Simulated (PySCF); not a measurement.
Set up this calculation in PySCF 2.14.0, as a Python script.

```
Task                                       : atomic charges
Functional                                 : revPBE
Dispersion                                 : D3(BJ)
Potentials or basis                        : 6-31g* (all-electron)
k mesh                                     : 1 × 1 × 1
Occupations                                : fixed
Spin                                       : no spin polarisation
Exponents discarded below (exp_to_discard) : 0 1/bohr^2
Three-body dispersion term                 : no
conv_tol                                   : 1e-07 Ha
max_cycle                                  : 60
Relativity                                 : none
Coulomb method                             : Gaussian density fitting (GDF)
Grid for exchange and correlation          : Becke, atom-centred
Three-centre integrals                     : read from an earlier run's file
```

The structure of AlCl (aluminium monochloride) lies in POSCAR:

```
AlCl
1.0
    9.0000000000      0.0000000000      0.0000000000
    0.0000000000      9.0000000000      0.0000000000
    0.0000000000      0.0000000000     12.0000000000
Al Cl
1 1
Direct
    0.5046950000      0.5059820000      0.4198090000
    0.5041120000      0.4983400000      0.5941000000
```

The cell isn't the ideal one: atoms moved at random, drawn with an rms of 0.05 Å.

One way to write it, as run:

run.py

```python
import json
import numpy as np
from pyscf.pbc import gto, scf, dft, df

cell = gto.Cell()
cell.basis = '6-31g*'
cell.fromfile('POSCAR', format='poscar')
cell.exp_to_discard = 0
cell.precision = 1e-08
cell.max_memory = 2520  # MB
cell.verbose = 4
cell.build()

res = {}
from pyscf.dispersion import dftd3
d = dftd3.DFTD3Dispersion(cell, xc='revpbe', version='d3bj', atm=False).get_dispersion(grad=True)
print('dispersion energy = %.10f' % d['energy'])
res['e_disp'] = float(d['energy'])

kpts = cell.make_kpts([1, 1, 1])
mf = dft.KRKS(cell, kpts, xc='GGA_X_PBE_R,GGA_C_PBE')
mf = mf.density_fit()
mf.with_df._cderi = 'cderi.h5'  # three-centre integrals saved by an earlier run on this cell, basis and mesh
mf.conv_tol = 1e-07
mf.max_cycle = 60

mf.kernel()
res.update(converged=bool(mf.converged), e_tot=mf.e_tot, nelec=cell.nelectron, nao=cell.nao, mesh=list(map(int, cell.mesh)), a=cell.lattice_vectors().tolist(), coords=cell.atom_coords().tolist(),
           mo_energy=[np.real(x).tolist() for x in mf.mo_energy], mo_occ=[np.real(x).tolist() for x in mf.mo_occ])
res.update(kpts=cell.get_scaled_kpts(kpts).tolist())
res['parts'] = {k: float(np.real(v)) for k, v in mf.scf_summary.items() if np.isscalar(v)}
json.dump(res, open('results.json', 'w'))
if not mf.converged:
    raise SystemExit('SCF not converged')

print('levels (eV)')
for i, kp in enumerate(res['kpts'][:40]):
    print('k %7.4f %7.4f %7.4f  ' % tuple(kp), ' '.join('%.3f' % (x * 27.211386) for x in res['mo_energy'][i][:20]))

# Mulliken populations
dm, s = np.asarray(mf.make_rdm1()), np.asarray(mf.get_ovlp())
sites = cell.aoslice_by_atom()[:, 2:]
tot = np.einsum('kij,kji->i', dm, s).real / len(kpts)
res['mulliken'] = [cell.atom_charge(i) - tot[a0:a1].sum() for i, (a0, a1) in enumerate(sites)]
print('Mulliken charges', np.round(res['mulliken'], 5))
res['meta_lowdin'] = mf.mulliken_meta()[1].tolist()
res['done'] = True
json.dump(res, open('results.json', 'w'))
```

Potentials or basis: 6-31g* (all-electron).

The run is started by

```sh
$ OMP_NUM_THREADS=2 python -u run.py > log
```

It gave:

```json
{
  "Gap between the frontier levels": "3.70 eV",
  "Meta-löwdin charges": "Al +0.27; Cl -0.27 e",
  "Dispersion energy per atom": "-0.044 eV"
}
```

Caveat: this is a molecule in a periodic box at the Γ point, so its band gap is the HOMO-LUMO gap; the energy listed adds the dispersion energy to the SCF energy of the log; population charges move with the basis; the basis of atomic orbitals isn't converged, which shifts pressures, moduli and gaps.

It took 4.5 s on 2 threads of Intel(R) Xeon(R) Processor @ 2.70GHz (shared host), peak memory 0.6 GiB.
